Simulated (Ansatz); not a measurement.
# ClH7Si3: the cost of one run

Program: Ansatz 0.2.0. Level of theory: RKS B3LYP-D4/6-31G. These are calculated values, not measurements.

### Step 1. The structure to begin with

Bond lengths: Si1–H2 1.460 Å, Si1–Si3 2.220 Å, Si3–H4 1.460 Å, Si3–H5 1.460 Å, Si3–H6 1.460 Å, Si1–Cl7 2.128 Å, Si1–Si8 2.218 Å, Si8–H9 1.460 Å, Si8–H10 1.460 Å, Si8–H11 1.460 Å. Angles (14 of 18 angles, heavy atoms first): Si3–Si1–Cl7 109.5°, Si3–Si1–Si8 109.5°, Cl7–Si1–Si8 109.5°, H2–Si1–Si3 109.5°, H2–Si1–Cl7 109.5°, H2–Si1–Si8 109.5°, Si1–Si3–H4 109.5°, Si1–Si3–H5 109.5°, Si1–Si3–H6 109.5°, Si1–Si8–H9 109.5°, Si1–Si8–H10 109.5°, Si1–Si8–H11 109.5°, H4–Si3–H5 109.4°, H4–Si3–H6 109.4°.

Structure file:

```xyz
11

Si    0.0000    0.0000    0.0000
H     0.0000    0.0000    1.4600
Si    2.0935    0.0000   -0.7393
H     2.5508   -1.3762   -0.9079
H     2.1573    0.6939   -2.0222
H     2.9510    0.6823    0.2255
Cl   -1.0032    1.7381   -0.7093
Si   -1.0456   -1.8115   -0.7393
H    -1.7029   -2.4846    0.3772
H    -2.0454   -1.4265   -1.7311
H    -0.0777   -2.7173   -1.3511
```

### Step 2. Relaxing the start

The input, input.yaml:

```yaml
crystal:
  periodic: [false, false, false]
  atoms:
    - { symbol: Si, position_ang: [0.0, 0.0, 0.0] }
    - { symbol: H, position_ang: [0.0, 0.0, 1.46] }
    - { symbol: Si, position_ang: [2.0935, 0.0, -0.7393] }
    - { symbol: H, position_ang: [2.5508, -1.3762, -0.9079] }
    - { symbol: H, position_ang: [2.1573, 0.6939, -2.0222] }
    - { symbol: H, position_ang: [2.951, 0.6823, 0.2255] }
    - { symbol: Cl, position_ang: [-1.0032, 1.7381, -0.7093] }
    - { symbol: Si, position_ang: [-1.0456, -1.8115, -0.7393] }
    - { symbol: H, position_ang: [-1.7029, -2.4846, 0.3772] }
    - { symbol: H, position_ang: [-2.0454, -1.4265, -1.7311] }
    - { symbol: H, position_ang: [-0.0777, -2.7173, -1.3511] }
basis:
  gaussian: { orbitals: "6-31G" }
hamiltonian:
  xc: b3lyp
  dispersion: d4
relax:
  f_tol: 0.02
  max_steps: 40
```

Started as:

```console
ansatz run input.yaml --threads 1 --pin off --max-ram 2048MiB --backend cpu --events-out ev --progress --plain --runs-dir out
```

Q: Estimate wall time and peak memory on 1 thread of Arm Neoverse N1, shared host.

About 2 min, with a peak of 0.16 GiB.
